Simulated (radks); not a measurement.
# Co⁺ in [Ar] 3d8: an all-electron calculation

The task here is to estimate one member of a computed series from the others.

The numbers are computed with radks (a radial shooting solver on a logarithmic mesh, Libxc functionals) version 1 (non-relativistic Kohn-Sham, SCAN, spin-polarised, spherical densities, point nucleus; open shells are filled with parallel spins first), except any that are marked as measured or tabulated.

## What is computed

```
element       : cobalt (Z = 27)
charge        : +1
electrons     : 26
configuration : [Ar] 3d8
```

Outer shells as boxes (Hund's rule):

Co⁺
```
[Ar] core
3d [↑↓][↑↓][↑↓][↑ ][↑ ]
```

The first run:

The run's settings:

```text
Z 27
configuration [Ar] 3d8 4s0 4p0
relativity non-relativistic
functional scan,scan
spin polarised
nucleus point
```

Run with:

```sh
> python run_ks.py task.json out
```

All runs below come from this command, one after another.

Steps of the session up to this table: Self-consistent calculation.

One table of the session follows, with a row left open; its other results are not shown here.

It belongs to the step «Shells». Radial moments (bohr):

| level | <r> | outermost maximum (interpolated) | 90 % within | nodes |
| --- | --- | --- | --- | --- |
| 1s down | 0.05692 | 0.0375 | 0.101 | 0 |
| 1s up | 0.05692 | 0.0375 | 0.101 | 0 |
| 2s up | 0.2583 | 0.216 | 0.400 | 1 |
| 2s down | 0.2580 | 0.216 | 0.399 | 1 |
| 2p up | 0.2262 | 0.173 | 0.370 | 0 |
| 2p down | 0.2259 | 0.173 | 0.369 | 0 |
| 3s up | 0.7858 | 0.678 | 1.18 | 2 |
| 3s down | 0.7879 | 0.678 | 1.18 | 2 |
| 3p up | 0.8259 | 0.685 | 1.28 | 1 |
| 3p down | ? | ? | ? | ? |
| 3d up | 1.100 | 0.678 | 1.96 | 0 |
| 3d down | 1.167 | 0.685 | 2.12 | 0 |
| 4s up | 2.754 | 2.30 | 4.14 | 3 |
| 4s down | 2.848 | 2.37 | 4.29 | 3 |
| 4p up | 3.611 | 2.94 | 5.53 | 2 |
| 4p down | 3.743 | 3.05 | 5.73 | 2 |

**Question.** Estimate the row for 3p down.

The run gave: <r>: 0.8298; outermost maximum (interpolated): 0.686; 90 % within: 1.28; nodes: 1. In the column «<r>» it lies between 3p up (0.8259) and 3d up (1.100).

To keep in mind: Open shells are spherical and high-spin; term and fine-structure splittings are not resolved.
